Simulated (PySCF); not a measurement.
# EuH6O3 (Eu(H2O)32+): the cost of one run

Computed with PySCF 2.14.0. Level: BP86, Eu lcecp-0-SVP with ECP53, O def2-SVP, H def2-SVP; scalar-relativistic core potentials, no spin–orbit coupling.

3 further runs of the same task are left out: 2 for a known fault of the program, 1 that didn't finish.

## (1) Starting geometry

10 atoms, charge 2, spin multiplicity 1.

Bond lengths: Eu1–O2 2.493 Å, Eu1–O5 2.493 Å, Eu1–O8 2.493 Å, O2–H3 0.985 Å, O2–H4 0.985 Å, O5–H6 0.985 Å, O5–H7 0.985 Å, O8–H9 0.985 Å, O8–H10 0.985 Å. Angles: O2–Eu1–O5 120.0°, O2–Eu1–O8 120.0°, O5–Eu1–O8 120.0°, Eu1–O2–H3 128.4°, Eu1–O2–H4 128.4°, H3–O2–H4 103.2°, Eu1–O5–H6 128.4°, Eu1–O5–H7 128.4°, H6–O5–H7 103.2°, Eu1–O8–H9 128.4°, Eu1–O8–H10 128.4°, H9–O8–H10 103.2°.

As a file:

```xyz
10
EuH6O3
Eu    0.0000    0.0000    0.0000
O     2.4932    0.0000    0.0000
H     3.1046    0.6250    0.4526
H     3.1046   -0.6250   -0.4526
O    -1.2466    2.1592    0.0000
H    -2.0936    2.3761    0.4526
H    -1.0110    3.0012   -0.4526
O    -1.2466   -2.1592    0.0000
H    -1.0110   -3.0012    0.4526
H    -2.0936   -2.3762   -0.4526
```

Formal oxidation states: Eu +2. Each metal's 7 4f electrons lie in its core potential, so multiplicities, spins and levels count the valence alone. An earlier session relaxed this geometry at BP86, Eu lcecp-0-SVP with ECP53, O def2-SVP, H def2-SVP (singlet, point group D3).

Its energy there is -258.093098 Eh.

## (2) Atoms moved at random, σ = 0.1 Å

Input file run.py (the lines that set the calculation):

```python
mol = gto.M(atom='''
Eu     0.21650     0.03379    -0.01017
O      2.40578    -0.06861    -0.04843
H      3.15308     0.65916     0.40010
H      3.10605    -0.58321    -0.34383
O     -1.36036     2.13615    -0.07789
H     -2.06156     2.33822     0.50364
H     -0.96644     2.96014    -0.42321
O     -1.22320    -2.14024    -0.02796
H     -1.17744    -3.01256     0.31633
H     -2.09242    -2.32284    -0.28858''',
    basis={'Eu': 'lcecp-0-SVP', 'O': 'def2-SVP', 'H': 'def2-SVP'},
    ecp={'Eu': 'lcecp-0-SVP'},
    charge=2, spin=0)
mf = dft.RKS(mol, xc='B88,P86')
mf.grids.atom_grid = (50, 194)  # f atoms: unpruned, at least (60, 302)
mf = mf.density_fit()  # fitting sets: Eu AutoAux, O def2-universal-JKFIT, H def2-universal-JKFIT
mf.conv_tol = 1e-08; mf.max_cycle = 55
mf.kernel(dm0)  # dm0: the density of the relaxed state
```

Launch:

```sh
OMP_NUM_THREADS=2 python run.py
```

**Question.** How long does this run take on 2 threads of Arm Neoverse V2, shared host?

About 4.3 s.
